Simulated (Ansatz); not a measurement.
# CuF3H2NP: a ladder of functionals and wavefunction methods

One table from this session's results is given with a row withheld; the runs are named, their logs left out.

Computed with Ansatz 0.2.0, Gaussian basis. Level: functionals in def2-TZVPP, the program's frozen cores in correlated methods.

Plan: LDA (SPW92), PBE-D4, revPBE-D4, BLYP-D4, r2SCAN-D4, B97M-V, PBE0-D4, B3LYP-D4, r2SCANh-D4, r2SCAN0-D4, HSE06-D4, BHLYP-D4, CAM-B3LYP-D4, LC-ωPBE, ωB97X-V, ωB97M-V, B2PLYP, PBE-QIDH; CCSD(T)/def2-SVP; CCSD(T)/def2-TZVPP; MP2/def2-QZVPP; extrapolation to the limit.

## The relaxed structure

The geometry comes from an earlier relaxation with PBE0-D4 in a triple-zeta def2 set; it is a stationary point, not always the lowest conformer.

8 atoms, charge 0, spin multiplicity 1.

Atoms are counted from 1 here; the program's logs count them from 0.

Bond lengths: N1–Cu2 1.801 Å, N1–H7 1.009 Å, N1–H8 1.009 Å, Cu2–P3 2.101 Å, P3–F4 1.551 Å, P3–F5 1.551 Å, P3–F6 1.553 Å. Angles: Cu2–N1–H7 121.2°, Cu2–N1–H8 121.1°, H7–N1–H8 108.3°, N1–Cu2–P3 178.9°, Cu2–P3–F4 117.6°, Cu2–P3–F5 117.3°, Cu2–P3–F6 120.7°, F4–P3–F5 99.6°, F4–P3–F6 98.7°, F5–P3–F6 98.9°.

Set-up of the first run:

Contents of in.yaml:

```yaml
crystal:
  periodic: [false, false, false]
  atoms:
    - {symbol: N, position_ang: [0.509079, -2.106292, 0.838196]}
    - {symbol: Cu, position_ang: [0.101942, -0.462672, 0.226051]}
    - {symbol: P, position_ang: [-0.374064, 1.468091, -0.451289]}
    - {symbol: F, position_ang: [-1.465810, 1.596903, -1.545227]}
    - {symbol: F, position_ang: [0.760075, 2.287943, -1.119263]}
    - {symbol: F, position_ang: [-0.899806, 2.545885, 0.535048]}
    - {symbol: H, position_ang: [-0.094552, -2.895047, 0.659384]}
    - {symbol: H, position_ang: [1.463146, -2.434801, 0.857100]}
basis:
  gaussian: {orbitals: def2-TZVPP}
hamiltonian: {xc: lda}
output: {orbitals: {seedname: orbitals}}
```

On the command line:

```bash
> ansatz run in.yaml --threads 2 --pin off --events-out ev --progress --plain --max-ram 32768MiB --backend cpu
```

Steps of the session up to this table: LDA; PBE-D4 (GGA); revPBE-D4 (GGA); BLYP-D4 (GGA); r2SCAN-D4 (meta-GGA); B97M-V (meta-GGA); PBE0-D4 (hybrid); B3LYP-D4 (hybrid); r2SCANh-D4 (hybrid); r2SCAN0-D4 (hybrid); HSE06-D4 (hybrid); BHLYP-D4 (hybrid); CAM-B3LYP-D4 (range-separated); LC-ωPBE (range-separated); ωB97X-V (range-separated); ωB97M-V (range-separated); B2PLYP (double hybrid); PBE-QIDH (double hybrid).

One table of the session follows, with a row left open; its other results are not shown here.

It belongs to the step «Orbital energies across the functionals». 

| functional | HOMO (eV) | LUMO (eV) | gap (eV) |
| --- | --- | --- | --- |
| LDA (SPW92) | -4.99 | -2.52 | 2.47 |
| PBE-D4 | ? | ? | ? |
| revPBE-D4 | -4.66 | -2.11 | 2.55 |
| BLYP-D4 | -4.62 | -2.11 | 2.51 |
| r2SCAN-D4 | -4.93 | -2.07 | 2.86 |
| B97M-V | -4.87 | -2.10 | 2.78 |
| PBE0-D4 | -5.82 | -1.41 | 4.40 |
| B3LYP-D4 | -5.63 | -1.64 | 3.99 |
| r2SCANh-D4 | -5.34 | -1.77 | 3.57 |
| r2SCAN0-D4 | -5.97 | -1.32 | 4.65 |
| HSE06-D4 | -5.41 | -1.79 | 3.63 |
| BHLYP-D4 | -6.85 | -0.53 | 6.32 |
| CAM-B3LYP-D4 | -7.18 | -0.37 | 6.81 |
| LC-ωPBE | -8.54 | 0.83 | 9.38 |
| ωB97X-V | -8.14 | 0.72 | 8.86 |
| ωB97M-V | -8.09 | 0.57 | 8.66 |

Estimate the missing values for PBE-D4.

As computed: HOMO (eV): -4.75; LUMO (eV): -2.23; gap (eV): 2.52. In the column «HOMO (eV)» it lies between B97M-V (-4.87) and revPBE-D4 (-4.66).
